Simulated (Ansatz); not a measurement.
Working through an equation of state with a fit of Rh, space group P6_3/mmc

Computed with the Python package of Ansatz (0.2.0).

At the Python prompt:
```pycon
>>> import ansatz as az
>>> import numpy as np
>>> vectors0 = np.array([
...     [2.73097904, 0.0, 0.0],
...     [-1.36548952, 2.36509723, 0.0],
...     [0.0, 0.0, 4.428489],
... ])
>>> sites = [
...     ("Rh", (2 / 3, 1 / 3, 0.75)),
...     ("Rh", (1 / 3, 2 / 3, 0.25)),
... ]
>>> def crystal_on(cell):
...     crystal = az.Crystal(lattice=az.Lattice.of(cell))
...     for symbol, position in sites:
...         crystal = crystal.atom(symbol, position)
...     return crystal
...
>>> # scale the volume, keep shape and fractions
>>> volumes, energies = [], []
>>> for scale in np.linspace(0.88, 1.12, 7):
...     cell = vectors0 * scale ** (1 / 3)
...     model = (
...         crystal_on(cell).calculation()
...         .functional("PBEsol")
...         .occupations("fermi_dirac", width=0.1)
...         .basis(500)
...         .kpoints(12, 12, 7)
...     )
...     r = model.run(threads=1).report
...     volumes.append(abs(np.linalg.det(cell)) / len(sites))
...     energies.append(r["free_energy_ev"] / len(sites))
...     print(f"V = {volumes[-1]:8.4f} A^3/atom  F = {energies[-1]:.5f} eV/atom")
...
V =  12.5856 A^3/atom  F = -6338.65798 eV/atom
V =  13.1577 A^3/atom  F = -6338.72125 eV/atom
V =  13.7298 A^3/atom  F = -6338.73165 eV/atom
V =  14.3019 A^3/atom  F = -6338.70123 eV/atom
V =  14.8739 A^3/atom  F = -6338.63940 eV/atom
V =  15.4460 A^3/atom  F = -6338.55357 eV/atom
V =  16.0181 A^3/atom  F = -6338.44958 eV/atom
>>> # third-order Birch-Murnaghan: a cubic in V^(-2/3)
>>> x = np.array(volumes) ** (-2 / 3)
>>> poly = np.polynomial.Polynomial.fit(x, energies, 3).convert()
>>> roots = poly.deriv().roots()
>>> x0 = min((r.real for r in roots if abs(r.imag) < 1e-9 and poly.deriv(2)(r.real) > 0), key=lambda r: abs(r - x.mean()))
>>> v0 = x0 ** -1.5
>>> b0 = 4 / 9 * poly.deriv(2)(x0) * v0 ** (-7 / 3) * 160.21766
>>> b1 = 4 + 2 / 3 * x0 * poly.deriv(3)(x0) / poly.deriv(2)(x0)
>>> print(f"V0 = {v0:.4f} A^3/atom, B0 = {b0:.1f} GPa, dB/dP = {b1:.2f}")
V0 = 13.5689 A^3/atom, B0 = 290.0 GPa, dB/dP = 5.21
```

A third-order Birch-Murnaghan fit through the 7 points has its minimum at 13.57 Å³ an atom, 5.1 % below the typed cell, with a bulk modulus of 290 GPa. From that minimum the energy rises by 75.3 meV an atom on the compressed side and 283.7 meV on the expanded side.

What to keep in mind:
- Total energies depend on the potentials; only differences at equal settings carry meaning.
- Shape and fractional positions are held along the curve, so the bulk modulus is an upper value where they are free to relax, by a factor of two or more in layered or hydrogen-bonded cells.
- This isn't the structure that Rh takes at ambient conditions.
- Hardware and time: 24 s on 1 thread of Arm Neoverse V1, with other jobs on the host, peak memory 0.4 GiB.
